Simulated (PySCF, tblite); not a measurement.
# C9H5NS2: excited states

Aim: compute the excited states of C9H5NS2 (`[C-]#[N+]c1ccc(-c2cccs2)s1`).

Computed with tblite 0.8.0 and PySCF 2.14.0 and routines of our own; the level stands in each step. Atoms count from 0.

## 1. The starting structure

17 atoms, charge 0, multiplicity 1; geometry from: force field or distance geometry start.

## 2. Optimising the geometry with GFN2-xTB

The job: settings as JSON, then the geometry in Å.

```
{"job": {"kind": "relax", "xc": "GFN2-xTB", "basis": "xTB"}, "charge": 0, "multiplicity": 1}
C      5.031900     1.521500    -1.752800
N      4.010400     1.190200    -1.254400
C      2.824900     0.787100    -0.664400
C      2.578100     0.483000     0.635900
C      1.324800     0.119500     0.960300
C      0.417900     0.111600    -0.072200
C     -1.113300    -0.324600     0.331700
C     -1.963100    -0.316500    -0.704500
C     -3.240700    -0.681200    -0.414800
C     -3.454600    -0.988600     0.909600
S     -1.949200    -0.800900     1.731100
S      1.218100     0.599700    -1.602000
H      3.395000     0.521800     1.398500
H      1.017300    -0.156800     1.981000
H     -1.661600    -0.037000    -1.731300
H     -4.067300    -0.723300    -1.137700
H     -4.375600    -1.293500     1.376200
```

Run with:

```sh
OMP_NUM_THREADS=1 python excited_run.py task.json out
```

One launch serves the whole session: the jobs run in the order shown.

Output:

```text
step      E/eV     max force
  0    -845.62684    4.920
  1    -846.27139    2.490
  2    -846.49279    1.424
  3    -846.58970    3.340
  4    -846.72607    1.383
  5    -846.87442    1.577
  6    -847.06498    1.021
  7    -847.13193    0.671
  8    -847.19888    0.617
  9    -847.20877    0.324
 10    -847.21663    0.236
 11    -847.22015    0.227
 12    -847.22313    0.152
 13    -847.22560    0.169
 14    -847.22901    0.213
 15    -847.23241    0.173
 16    -847.23473    0.145
 17    -847.23638    0.136
 18    -847.23800    0.122
 19    -847.23954    0.116
 20    -847.24077    0.084
 21    -847.24149    0.075
 22    -847.24191    0.056
 23    -847.24232    0.056
 24    -847.24275    0.062
 25    -847.24311    0.058
 26    -847.24336    0.045
 27    -847.24355    0.036
 28    -847.24372    0.032
 29    -847.24385    0.033
 30    -847.24392    0.017
 31    -847.24395    0.016
 32    -847.24399    0.028
 33    -847.24406    0.035
 34    -847.24415    0.047
 35    -847.24424    0.024
 36    -847.24432    0.024
 37    -847.24439    0.028
 38    -847.24448    0.036
 39    -847.24460    0.043
 40    -847.24472    0.035
 41    -847.24480    0.027
 42    -847.24487    0.031
 43    -847.24494    0.036
 44    -847.24499    0.026
 45    -847.24501    0.013
 46    -847.24502    0.008
```

Wall time 0.78 s (1 thread of Arm Neoverse N1, shared host); peak memory 0.18 GiB.

Along the way: (not every step is listed)

| step | energy from step 0 (eV) | largest force (eV/Å) |
| --- | --- | --- |
| 0 | 0.0000 | 4.9204 |
| 1 | -0.6445 | 2.4901 |
| 2 | -0.8659 | 1.4241 |
| 3 | -0.9629 | 3.3401 |
| 4 | -1.0992 | 1.3828 |
| 5 | -1.2476 | 1.5773 |
| 6 | -1.4381 | 1.0214 |
| 7 | -1.5051 | 0.6713 |
| 8 | -1.5720 | 0.6169 |
| 11 | -1.5933 | 0.2271 |
| 14 | -1.6022 | 0.2129 |
| 17 | -1.6095 | 0.1357 |
| 20 | -1.6139 | 0.0838 |
| 23 | -1.6155 | 0.0562 |
| 26 | -1.6165 | 0.0445 |
| 29 | -1.6170 | 0.0330 |
| 32 | -1.6172 | 0.0282 |
| 35 | -1.6174 | 0.0244 |
| 38 | -1.6176 | 0.0357 |
| 41 | -1.6180 | 0.0266 |
| 42 | -1.6180 | 0.0313 |
| 43 | -1.6181 | 0.0356 |
| 44 | -1.6182 | 0.0263 |
| 45 | -1.6182 | 0.0125 |
| 46 | -1.6182 | 0.0076 |

Close pairs (by a distance rule), those that changed most:

| bond | before (Å) | after (Å) | change (Å) |
| --- | --- | --- | --- |
| C5–C6 | 1.643 | 1.427 | -0.216 |
| C2–S11 | 1.870 | 1.743 | -0.127 |
| C3–C4 | 1.345 | 1.400 | +0.056 |
| C5–S11 | 1.794 | 1.740 | -0.054 |
| C7–C8 | 1.360 | 1.406 | +0.047 |
| N1–C2 | 1.384 | 1.339 | -0.045 |
| C6–S10 | 1.698 | 1.742 | +0.044 |
| C3–H12 | 1.118 | 1.075 | -0.043 |

The final coordinates are the input of the step that follows.

## 3. Vibrational analysis with GFN2-xTB

The job: settings as JSON, then the geometry in Å.

```
{"job": {"kind": "ir", "xc": "GFN2-xTB", "basis": "xTB"}, "charge": 0, "multiplicity": 1}
C      4.704136     1.468909    -1.862670
N      3.750733     1.129675    -1.274807
C      2.663525     0.741362    -0.597001
C      2.580417     0.457605     0.741293
C      1.289213     0.078823     1.128825
C      0.384571     0.071609     0.094957
C     -1.002178    -0.261444     0.139721
C     -1.909714    -0.268565    -0.888772
C     -3.200156    -0.651665    -0.481523
C     -3.270276    -0.932669     0.846442
S     -1.758101    -0.736456     1.635435
S      1.131699     0.542661    -1.404352
H      3.422373     0.523418     1.406380
H      1.018293    -0.183606     2.135850
H     -1.649558    -0.005953    -1.899062
H     -4.040756    -0.715781    -1.148366
H     -4.121219    -1.245893     1.417739
```

Output:

```text
mode    cm-1     km/mol
  1      45.5      1.99
  2      64.6      0.17
  3      91.3      1.60
  4     149.4      2.56
  5     164.5      1.71
  6     254.1      0.33
  7     263.6      0.09
  8     356.0      0.16
  9     371.7      0.10
 10     437.2      1.77
 11     452.2      0.00
 12     503.9      0.46
 13     517.2      5.97
 14     532.1      0.14
 15     565.3      0.03
 16     642.4      0.07
 17     701.0      4.70
 18     716.1      1.52
 19     730.8     10.11
 20     737.5     16.59
 21     797.4     18.66
 22     810.2      9.50
 23     837.7      0.12
 24     841.1     42.15
 25     850.1      0.67
 26     868.2      9.84
 27    1048.3      4.78
 28    1076.5      0.74
 29    1084.1      1.87
 30    1145.4     11.14
 31    1178.7      3.34
 32    1185.5      0.93
 33    1224.2      4.47
 34    1325.7     11.00
 35    1362.6      0.89
 36    1442.6     24.11
 37    1454.9     22.12
 38    1522.2      0.36
 39    1560.9      4.51
 40    2167.5      8.56
 41    3126.0     13.51
 42    3132.1     14.78
 43    3137.7     15.51
 44    3142.9      7.74
 45    3166.6      4.05
```

It took 1.6 s on 1 thread of Arm Neoverse N1, shared host; peak memory 0.18 GiB.

Which atoms move in the most intense modes:

| cm⁻¹ | km/mol | atoms |
| --- | --- | --- |
| 738 | 16.6 | H16 73 %, C9 11 % |
| 797 | 18.7 | H13 42 %, H12 37 % |
| 841 | 42.1 | C9 40 %, C6 16 %, S10 14 %, C5 11 % |
| 1443 | 24.1 | C8 27 %, C7 20 %, C6 14 %, C9 13 % |
| 1455 | 22.1 | C2 24 %, C5 23 %, C3 15 %, C4 10 % |
| 3126 | 13.5 | H14 75 %, H15 17 % |
| 3132 | 14.8 | H13 68 %, H12 24 % |
| 3138 | 15.5 | H15 72 %, H14 17 % |

## 4. Excited states: TDA CAM-B3LYP/def2-SVP

The job, as its differences from that of step 3:

```diff
@@ -1,2 +1,2 @@
-{"job": {"kind": "ir", "xc": "GFN2-xTB", "basis": "xTB"}, "charge": 0, "multiplicity": 1}
+{"job": {"kind": "states", "xc": "CAM-B3LYP", "basis": "def2-SVP", "tda": true, "soc": true, "nstates": 6, "ntriplets": 4, "nquad": 4}, "charge": 0, "multiplicity": 1}
 C      4.704136     1.468909    -1.862670
```

Level: TDA CAM-B3LYP/def2-SVP excited states, vertical, gas phase, spin-orbit mean-field couplings.

Output:

```text
coarse grid: 17184 points
cycle   1  E = -1196.0741200315  dE =  2.858e+00  |g| = 4.046e-01  |ddm| = 5.420e+00
cycle   2  E = -1196.0783955971  dE = -4.276e-03  |g| = 4.432e-01  |ddm| = 9.931e-01
cycle   3  E = -1196.1239044606  dE = -4.551e-02  |g| = 9.213e-02  |ddm| = 4.801e-01
cycle   4  E = -1196.1253473087  dE = -1.443e-03  |g| = 5.877e-02  |ddm| = 1.265e-01
cycle   5  E = -1196.1260801686  dE = -7.329e-04  |g| = 1.001e-02  |ddm| = 5.390e-02
cycle   6  E = -1196.1261064628  dE = -2.629e-05  |g| = 4.017e-03  |ddm| = 1.785e-02
cycle   7  E = -1196.1261108447  dE = -4.382e-06  |g| = 1.289e-03  |ddm| = 5.976e-03
final grid: 162216 points
cycle   8  E = -1196.2799529520  dE = -3.306e-05  |g| = 3.758e-03  |ddm| = 2.833e-02
cycle   9  E = -1196.2799508104  dE =  2.142e-06  |g| = 4.761e-03  |ddm| = 9.810e-03
cycle  10  E = -1196.2799568952  dE = -6.085e-06  |g| = 5.985e-04  |ddm| = 5.944e-03
cycle  11  E = -1196.2799569781  dE = -8.295e-08  |g| = 2.473e-04  |ddm| = 8.946e-04
cycle  12  E = -1196.2799569948  dE = -1.661e-08  |g| = 7.496e-05  |ddm| = 3.703e-04
cycle  13  E = -1196.2799569962  dE = -1.480e-09  |g| = 3.108e-05  |ddm| = 1.194e-04
cycle  14  E = -1196.2799569965  dE = -2.462e-10  |g| = 9.378e-06  |ddm| = 3.819e-05
converged SCF energy = -1196.2799569965

Singlet excitations
state   eV       nm        f     d(h-e)  d(exc)  Lambda  PR(NTO)  |dmu|/D   mu/D   main configurations
  1   4.1653   297.7   0.84642   0.522   3.834   0.809   1.106    1.550    5.915   H->L 0.94
  2   5.3250   232.8   0.00011   0.199   3.710   0.675   1.874    0.525    4.897   H-1->L 0.41, H->L+1 0.27, H-2->L 0.24
  3   5.3714   230.8   0.00019   1.619   3.753   0.391   1.045    4.880    9.251   H->L+2 0.87
  4   5.5204   224.6   0.06377   1.563   3.689   0.652   1.548    4.684    8.984   H-1->L 0.43, H-2->L 0.33
  5   5.9220   209.4   0.03444   0.218   4.456   0.756   2.080                     H->L+1 0.47, H-2->L 0.25, H-3->L 0.14
  6   5.9323   209.0   0.00053   0.178   3.581   0.455   1.148                     H->L+3 0.90

Triplet excitations (Tamm-Dancoff)
state   eV     d(h-e)  d(exc)  Lambda  PR(NTO)   main configurations
  1   2.4435   0.167   3.464   0.814   1.150   H->L 0.91
  2   3.7265   0.174   2.853   0.793   2.015   H->L+1 0.54, H-3->L 0.37
  3   4.1851   0.394   3.170   0.601   1.293   H-1->L 0.66, H-2->L 0.18
  4   4.3300   0.309   3.051   0.669   1.497   H-2->L 0.66, H-1->L+1 0.13, H-1->L 0.11
S1 - T1 = 1.7218 eV

Spin-orbit couplings |<S|Hso|T>| (cm-1)
             T1       T2       T3       T4
S0        0.039    0.238    0.049    0.092
S1        0.021    0.045    0.071    0.294
S2        0.100    0.098    0.103    0.021
S3       28.393   18.743    1.255    0.468
S4        0.039    0.026    0.104    0.036
S5        3.206    0.940    0.172    0.395
S6       43.982   12.978    2.066    6.405
T1 sublevels (cm-1): 0.000 0.087 0.095   radiative rates (1/s): 0.216 0.000287 0.000368
```

Run time: 2 min. Hardware: 1 thread of Arm Neoverse N1, shared host; peak memory 0.97 GiB.

In short:

| quantity | value |
| --- | --- |
| S1 less T1 | 1.72 eV |

The fields below are evaluated on a grid from the run's orbitals.

Frontier orbitals at CAM-B3LYP/def2-SVP, with the share of their density that lies nearest to each atom:

| orbital | energy (eV) | lies on |
| --- | --- | --- |
| HOMO | -7.28 | 4 C atoms about 13 % each; C4, C7 about 10 % each |
| LUMO | -0.99 | C0, C2, C5 about 12 % each; S11 11 %; C4, C7, C9 about 8 % each |

ELF in a plane through or near 17 of the atoms.

Ten even steps from '0' (0.00) to '9' (1.00):
```
0000000000000000000000000000
0000000000000000000000000000
0000000000000000000000000000
0000000000038500342000000000
0000003860089903886100000000
0000009993089904987201400000
0000029997559804373348980000
0000007991832403373789990000
0000000151648655957329980000
0000121079326293422335510000
0024467723537282744473000000
0078683562827625628966200000
0399225454570403518599920000
0399418721524608983599940000
0199974300699509990089800000
0059962100477308980024100000
0002420000122001510000000000
0000000000000000000000000000
0000000000000000000000000000
0000000000000000000000000000
```
The map spans 15.3 Å across and 9.7 Å up, centred on the molecule. Atoms in the plane (x, y in Å): C0 (-5.0, -1.5), N1 (-4.0, -1.0), C2 (-2.8, -0.4), C3 (-2.6, 1.0), C4 (-1.2, 1.2), C5 (-0.4, 0.1), C6 (1.0, 0.1), C7 (1.8, -1.0), C8 (3.2, -0.7), C9 (3.5, 0.6), S10 (2.0, 1.5), S11 (-1.3, -1.3), H12 (-3.3, 1.7), H13 (-0.8, 2.2), H14 (1.5, -2.1), H15 (4.0, -1.5), H16 (4.4, 1.1).

On the surface of density 0.002 e/bohr³ the electrostatic potential runs, from the 1st to the 99th percentile, from -1.62 V near C0 to 1.19 V near H16.

## 5. Results

| quantity | value |
| --- | --- |
| strongest single infrared mode (GFN2-xTB) | 841 cm⁻¹, 42 km/mol |
| zero-point energy (GFN2-xTB) | 68.3 kcal/mol |
| S1 less T1 (step 4, TDA CAM-B3LYP/def2-SVP) | 1.72 eV |
| surface potential, 1st and 99th percentile | -1.62 V and 1.19 V |

**Reading.** All 45 modes are real, so the xTB geometry is a minimum. Unscaled tight-binding wavenumbers are off by several per cent, some by more. Its intensities can rank the bands wrongly. In step 4, the number of triplets below S1 is 2, and the largest singlet-triplet spin-orbit coupling is S6–T1, 43.98 cm⁻¹. At CAM-B3LYP/def2-SVP, counted by nearest atom on the grid, the HOMO lies on 4 C atoms about 13 % each; C4, C7 about 10 % each, the LUMO on C0, C2, C5 about 12 % each; S11 11 %.
